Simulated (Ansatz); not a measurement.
**Y2C: one contact scaled**

The task here is to estimate one member of a computed series from the others.

Method: DFT LDA, with the methods named in each step, in Ansatz 0.2.0.

1 further run of the same task is left out (it didn't finish).

### The structure to begin with

The structure is trigonal, space group R-3m (No. 166). The conventional cell has a = 3.625 Å, b = 3.625 Å, c = 17.964 Å, α = 90.00°, β = 90.00°, γ = 120.00°. Y (site symmetry 3m) has 3 C at 2.49 Å as nearest neighbours. C (site symmetry -3m) is surrounded by 6 Y at 2.49 Å.

Structure file:

```xyz
3
Lattice="1.8124 1.0464 5.9880 -1.8124 1.0464 5.9880 0.0000 -2.0928 5.9880" Properties=species:S:1:pos:R:3 pbc="T T T"
Y     0.0000    0.0000    4.6335
Y     0.0000    0.0000   13.3305
C     0.0000    0.0000    0.0000
```

Atoms are numbered in the order of the input: Y1, Y2, C3.

The first run:

input.yaml

```yaml
crystal:
  lattice:
    - [1.812415, 1.0463982881, 5.988]
    - [-1.812415, 1.0463982881, 5.988]
    - [0.0, -2.0927965763, 5.988]
  atoms:
    - { symbol: "Y", position: [0.25793, 0.25793, 0.25793] }
    - { symbol: "Y", position: [0.74207, 0.74207, 0.74207] }
    - { symbol: C, position: [0.0, 0.0, 0.0] }
kpoints:
  mp_grid: { grid: [10, 10, 10] }
scf:
  occupations: { method: fermi_dirac, width: 0.05 }
hamiltonian:
  xc: lda
  pseudopotentials: { kind: all_electron, lapw: { basis_error: 0.001 } }
output:
  forces: true
  stress: true
  eigenvalues: true
  populations: true
```

Command:

```
$ ansatz run input.yaml --threads 1 --pin off --max-ram 3072MiB --backend cpu --events-out ev --progress --plain --runs-dir out
```

Steps of the session up to this table: The bond as given, LAPW; Shortest bond scaled by 1, crystal datasets; Shortest bond scaled by 1.1, LAPW; Shortest bond scaled by 1.1, norm-conserving; Shortest bond scaled by 0.88, LAPW; Shortest bond scaled by 0.88, norm-conserving; Shortest bond scaled by 0.82, LAPW; Shortest bond scaled by 0.82, crystal datasets; Shortest bond scaled by 0.58, norm-conserving.

One table of the session follows, with a row left open; its other results are not shown here.

```
              method  length (Å)  force along the bond (eV/Å)  pressure (GPa)  largest force (eV/Å)
                LAPW       2.044                        4.151            1.20                 4.212
                LAPW       2.194                            ?               ?                     ?
                LAPW       2.493                       -0.191           -5.14                 0.705
                LAPW       2.742                       -0.684           -5.65                 1.305
                 PAW       1.446                       30.447           29.27                30.782
                 PAW       2.044                        4.149            1.18                 4.210
                 PAW       2.194                        1.851           -2.15                 1.900
                 PAW       2.493                       -0.192           -5.15                 0.706
                 PAW       2.742                       -0.684           -5.65                 1.307
PAW (level accurate)       1.446                       30.379           29.19                30.715
    crystal datasets       2.044                        4.151            1.19                 4.212
    crystal datasets       2.493                       -0.191           -5.14                 0.705
     norm-conserving       1.446                       30.875           29.77                31.216
     norm-conserving       2.194                        1.869           -2.07                 1.916
     norm-conserving       2.742                       -0.686           -5.59                 1.299
```

Estimate the missing values for LAPW, 2.194.

The run gave: force along the bond (eV/Å): 1.852; pressure (GPa): -2.14; largest force (eV/Å): 1.900. In the column «force along the bond (eV/Å)» it lies between PAW, 2.194 (1.851) and norm-conserving, 2.194 (1.869).

Caveats from the session: Rows by PAW come from runs of the same series that aren't printed here. Warnings in the runs' records: gradients without spin orbit, crystal datasets made.
